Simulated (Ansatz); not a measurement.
## Sn3Te in Ansatz: the effect of functional

Sn3Te:

```xyz
4
Lattice="-2.2539 2.2539 5.4039 2.2539 -2.2539 5.4039 2.2539 2.2539 -5.4039" Properties=species:S:1:pos:R:3 pbc="T T T"
Te    0.0000    0.0000    0.0000
Sn    0.0000    0.0000    5.4039
Sn    2.2539    0.0000    2.7019
Sn    0.0000    2.2539    2.7019
```

The cell comes from a database or a generator and needn't be the stable form of this composition.

The cell isn't the ideal one: volume scaled by 0.94.

Alike in all runs:

| Property | Result |
| --- | --- |
| Program | Ansatz 0.2.0 |
| Task | single point |
| Potentials or basis | Ansatz PAW |
| k mesh | 8 × 8 × 8 |
| Occupations | fermi-dirac, width 0.05 eV |
| Spin | no spin polarisation |

| functional | cutoff | pressure (GPa) |
| --- | --- | --- |
| LDA | 420 eV (not typed: the program's choice for these potentials) | ? |
| r2SCAN | 500 eV (not typed: the program's choice for these potentials) | 2.0 |
| PBE | 420 eV (not typed: the program's choice for these potentials) | 2.7 |

Problem. What does the run with functional LDA give?

Solution. Pressure -1.5 GPa.

Caveats: the PAW data sets come from PBE, with cores solved anew for the run's functional, which leaves a small shift of forces and pressure (some runs).
